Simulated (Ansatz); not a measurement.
# CH7BN2O: the cost of one run

All numbers below are computed with Ansatz 0.2.0 (RKS BHLYP-D4/6-31G).

## 1. Starting point

Bond lengths: N1–B2 1.472 Å, B2–N3 1.507 Å, B2–C4 1.624 Å, C4–O5 1.412 Å, N1–H6 1.035 Å, N1–H7 1.071 Å, N3–H8 0.980 Å, N3–H9 1.113 Å, C4–H10 1.040 Å, C4–H11 1.147 Å, O5–H12 0.966 Å. Angles (14 of 16 angles, heavy atoms first): N1–B2–N3 119.1°, N1–B2–C4 122.0°, N3–B2–C4 118.8°, B2–C4–O5 109.7°, B2–N1–H6 113.2°, B2–N1–H7 107.6°, B2–N3–H8 109.7°, B2–N3–H9 106.9°, B2–C4–H10 109.4°, B2–C4–H11 104.4°, O5–C4–H10 113.2°, O5–C4–H11 107.8°, C4–O5–H12 109.9°, H6–N1–H7 104.0°.

Structure file:

```xyz
12

N    -0.5956    1.0709    0.8633
B     0.0972   -0.1020    0.3047
N     0.3601   -1.2890    1.1946
C     0.6762   -0.1181   -1.2130
O     0.2802    1.0586   -1.8850
H    -0.8787    0.9452    1.8510
H    -1.5240    1.1788    0.3403
H    -0.4854   -1.6196    1.5636
H     0.9390   -0.9166    2.0691
H     1.7072   -0.2486   -1.1885
H     0.1453   -1.0032   -1.7123
H    -0.6445    0.9884   -2.1538
```

## 2. End point A

input.yaml

```yaml
crystal:
  periodic: [false, false, false]
  atoms:
    - { symbol: "N", position_ang: [-0.5956, 1.0709, 0.8633] }
    - { symbol: B, position_ang: [0.0972, -0.102, 0.3047] }
    - { symbol: "N", position_ang: [0.3601, -1.289, 1.1946] }
    - { symbol: C, position_ang: [0.6762, -0.1181, -1.213] }
    - { symbol: O, position_ang: [0.2802, 1.0586, -1.885] }
    - { symbol: H, position_ang: [-0.8787, 0.9452, 1.851] }
    - { symbol: H, position_ang: [-1.524, 1.1788, 0.3403] }
    - { symbol: H, position_ang: [-0.4854, -1.6196, 1.5636] }
    - { symbol: H, position_ang: [0.939, -0.9166, 2.0691] }
    - { symbol: H, position_ang: [1.7072, -0.2486, -1.1885] }
    - { symbol: H, position_ang: [0.1453, -1.0032, -1.7123] }
    - { symbol: H, position_ang: [-0.6445, 0.9884, -2.1538] }
basis:
  gaussian: { orbitals: "6-31G" }
hamiltonian:
  xc: { name: BHLYP }
  dispersion: d4
relax:
  f_tol: 0.015
  max_steps: 40
output:
  orbitals: {}
```

Launch:

```sh
> ansatz run input.yaml --threads 1 --pin off --max-ram 2048MiB --backend cpu --events-out ev --progress --plain --runs-dir out
```

**Question.** How long does this run take on 1 thread of Arm Neoverse V1, shared host, and how much memory does it need?

About 61 s, with a peak of 0.16 GiB.
